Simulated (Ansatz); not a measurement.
# Ta4NiO11 (F-43m) in Ansatz: reference runs

Aim: a first look at Ta4NiO11 with PBE, on the cell as given.

All numbers are computed with Ansatz 0.2.0; they aren't measurements. Logs are shortened: lines on timing, memory, paths and dates and some standing lists are left out, and cuts for length are marked.

**1. The crystal as given**

It takes space group F-43m (No. 216, cubic). The conventional cell has a = 9.734 Å, b = 9.734 Å, c = 9.734 Å, α = 90.00°, β = 90.00°, γ = 90.00°. Ta (site symmetry 3m) is surrounded by 6 O at 1.91 to 2.11 Å. Ni (site symmetry -43m) is surrounded by 10 O at 2.64 to 2.92 Å. O (site symmetry -43m) is surrounded by 12 O at 3.48 Å. O (site symmetry 3m) is surrounded by 3 Ta at 2.11 Å. O (site symmetry 2mm) has 2 Ta at 1.91 Å as nearest neighbours.

The cell was built by a generator and needn't be a form met in nature.

**2. Single point, PBE, collinear spin, ferromagnetic start**

Input file input.yaml:

```yaml
crystal:
  lattice:
    - [0.0, 4.86715, 4.86715]
    - [4.86715, 0.0, 4.86715]
    - [4.86715, 4.86715, 0.0]
  atoms:
    - { symbol: Ta, position: [0.63007, 0.1098, 0.63007] }
    - { symbol: Ta, position: [0.63007, 0.63007, 0.63007] }
    - { symbol: Ta, position: [0.1098, 0.63007, 0.63007] }
    - { symbol: Ta, position: [0.63007, 0.63007, 0.1098] }
    - { symbol: Ni, position: [0.0, 0.0, 0.0], spin: 1.0 }
    - { symbol: O, position: [0.25, 0.25, 0.25] }
    - { symbol: O, position: [0.84346, 0.46962, 0.84346] }
    - { symbol: O, position: [0.84346, 0.84346, 0.84346] }
    - { symbol: O, position: [0.46962, 0.84346, 0.84346] }
    - { symbol: O, position: [0.84346, 0.84346, 0.46962] }
    - { symbol: O, position: [0.30023, 0.69977, 0.69977] }
    - { symbol: O, position: [0.69977, 0.30023, 0.30023] }
    - { symbol: O, position: [0.69977, 0.69977, 0.30023] }
    - { symbol: O, position: [0.30023, 0.30023, 0.69977] }
    - { symbol: O, position: [0.30023, 0.69977, 0.30023] }
    - { symbol: O, position: [0.69977, 0.30023, 0.69977] }
kpoints:
  mp_grid: { grid: [5, 5, 5] }
scf:
  occupations: { method: fermi_dirac, width: 0.05 }
hamiltonian:
  xc: pbe
  pseudopotentials: { kind: all_electron, lapw: { basis_error: 0.003 } }
magnetization:
  spin_polarized: true
output:
  forces: true
  stress: true
  eigenvalues: true
  populations: true
```

Potentials or basis: all-electron LAPW, scalar-relativistic.

Started as:

```console
$ ansatz run input.yaml --threads 8 --pin off --max-ram 24576MiB --backend cpu --events-out ev --progress --plain --runs-dir out
```

What it wrote:

```text
Warning: the atoms were moved onto the symmetric positions of the space group found under crystal.symmetry.tolerance 1.0e-5 (fractional; no operation is sought that the atoms, as they stand in a round, miss by more than twice it, and no atom is moved by as much as it), and the run uses the moved positions. Before a round's move an operation carried an atom to 5.16e-5 Å from where it should land, the largest such distance. Atom 0 (counting from 0) moved farthest, by 4.22e-5 Å; the longest move in fractions of the cell, of whichever atom, is 0.43 of the tolerance, in 1 round. To run the atoms as typed, lower crystal.symmetry.tolerance until the operations that they miss are no longer found, or set crystal.symmetry.detect: false (a key that needs symmetry detection or time reversal refuses this as the deck is read). The positions used, in the order of the run's atom list: position: [0.6300675, 0.10979749999999996, 0.6300675]; position: [0.6300675, 0.6300675, 0.6300675]; position: [0.10979749999999996, 0.6300675, 0.6300675]; position: [0.6300675, 0.6300675, 0.10979749999999996]; position: [0.0, 0.0, 0.0]; position: [0.24999999999999997, 0.24999999999999997, 0.24999999999999997]; position: [0.84346, 0.4696199999999999, 0.84346]; position: [0.84346, 0.84346, 0.84346]; position: [0.4696199999999999, 0.84346, 0.84346]; position: [0.84346, 0.84346, 0.4696199999999999]; position: [0.30023, 0.69977, 0.69977]; position: [0.69977, 0.30023, 0.30023]; position: [0.69977, 0.69977, 0.30023]; position: [0.30023, 0.30023, 0.69977]; position: [0.30023, 0.69977, 0.30023]; position: [0.69977, 0.30023, 0.69977];
Warning: RAYON_NUM_THREADS=8 ignored (pool sized by the plan → 8); use --threads N
Ta: projections on atomic orbitals take those of the free atom 1s2 2s2 2p6 3s2 3p6 3d10 4s2 4p6 4d10 4f14 5s2 5p6 5d3 6s2, of charge +0.00 (hamiltonian.pseudopotentials.projection_atoms)
Ni: projections on atomic orbitals take those of the free atom 1s2 2s2 2p6 3s2 3p6 3d8 4s2, of charge +0.00 (hamiltonian.pseudopotentials.projection_atoms)
O: projections on atomic orbitals take those of the free atom 1s2 2s2 2p4, of charge +0.00 (hamiltonian.pseudopotentials.projection_atoms)
LAPW: plane waves up to 10.890 Å⁻¹, error target 3.0e-3 eV per atom; small_component_spin mean_spin; O in spheres of 0.807 Å, 8 of its electrons in bands, Dirac shells []; Ni in spheres of 1.108 Å, 18 of its electrons in bands, Dirac shells []; Ta in spheres of 1.108 Å, 45 of its electrons in bands, Dirac shells [] (how accurate: hamiltonian.pseudopotentials.lapw.basis_error, Limitations)
[... 187 lines left out ...]
  k-point 38 ↓: bands = ["-526.3132", "-526.3132", "-526.3040", "-526.3040", "-496.4619", "-496.4619", "-496.4442", "-496.4442", "-496.2616", "-496.1882", "-496.1882", "-496.1882", "-496.1882", "-496.1634", "-493.8852", "-386.8416", "-386.8416", "-386.8415", "-386.8415", "-386.8328", "-386.8328", "-386.8326", "-386.8326", "-386.8321", "-386.8321", "-386.8235", "-386.8235", "-208.4096", "-208.4096", "-208.4094", "-208.4094", "-208.4087", "-208.4087", "-208.4007", "-208.4007", "-208.4002", "-208.4002", "-208.3995", "-208.3995", "-208.3911", "-208.3911", "-208.3910", "-208.3910", "-208.3822", "-208.3822", "-208.3816", "-208.3816", "-90.9023", "-59.5162", "-59.5100", "-59.5024", "-59.4999", "-51.4135", "-51.3999", "-51.3511", "-26.2977", "-26.2284", "-26.2091", "-26.1752", "-26.1552", "-26.1399", "-26.1085", "-26.0961", "-26.0776", "-26.0587", "-26.0055", "-25.9991", "-11.4032", "-11.3878", "-11.3772", "-11.3741", "-11.3706", "-11.3638", "-11.3489", "-11.3411", "-11.3346", "-11.3151", "-11.3107", "-11.3077", "-11.3075", "-11.3059", "-11.3026", "-11.2975", "-11.2970", "-11.2954", "-11.2943", "-11.2929", "-11.2910", "-11.2893", "-11.2890", "-11.2869", "-11.2853", "-11.2839", "-11.2813", "-11.2805", "-9.9062", "-9.1991", "-8.9681", "-8.9552", "-8.5361", "-8.5253", "-8.5145", "-8.4671", "-8.4575", "-8.3206", "-3.4763", "2.6221", "2.7344", "2.7491", "3.0052", "3.0805", "3.2111", "3.7690", "3.8148", "3.8306", "3.9314", "4.2298", "4.3600", "4.5292", "4.6834", "5.1123", "5.2476", "5.6394", "5.7009", "5.7776", "6.0667", "6.2376", "6.5422", "6.6767", "6.7748", "6.7852", "6.9507", "7.0800", "7.1614", "7.3316", "7.4404", "10.1877", "10.2567", "10.2766", "10.6368", "10.6709", "10.8224", "10.8705", "11.3924", "11.7735", "11.8719", "11.9082", "12.1233", "12.2777", "12.6205", "12.7493", "12.9077", "13.3890", "13.4548", "13.6219", "14.5042", "14.5532", "14.7018", "14.8268", "15.1052", "15.6182", "15.7902", "16.1594", "16.3806", "16.7171", "16.8901", "17.1057", "17.4121", "18.3392", "18.5873", "18.8910", "19.5611", "20.3181"]
--- Löwdin populations: 16 sites ---
  site symbol       q [e]    m [muB]
     0     Ta     71.3293    -0.0233
     1     Ta     71.3277    -0.0221
     2     Ta     71.3277    -0.0221
     3     Ta     71.3293    -0.0233
     4     Ni     27.1241     1.0765
     5      O      8.5945     1.2527
[... 8 lines left out ...]
    14      O      8.5838     0.0007
    15      O      8.5838     0.0007
  spilling = 0.001626 (of n_electrons = 408.000000)
```

Wall time 27 min (8 threads of AMD EPYC 9R45 (Zen 5), shared host); peak memory 13 GiB.

The run converged, but a check on its numbers failed (symmetry, net force, bounds or a known fault of this set-up), so they aren't taken as properties of the crystal.

Caveat: the result breaks the symmetry of the cell; a cell with one magnetic atom can't hold antiferromagnetic order, which such compounds often take; semilocal functionals often make such compounds metallic where correlation or magnetic order opens a gap, which also shifts bond lengths.
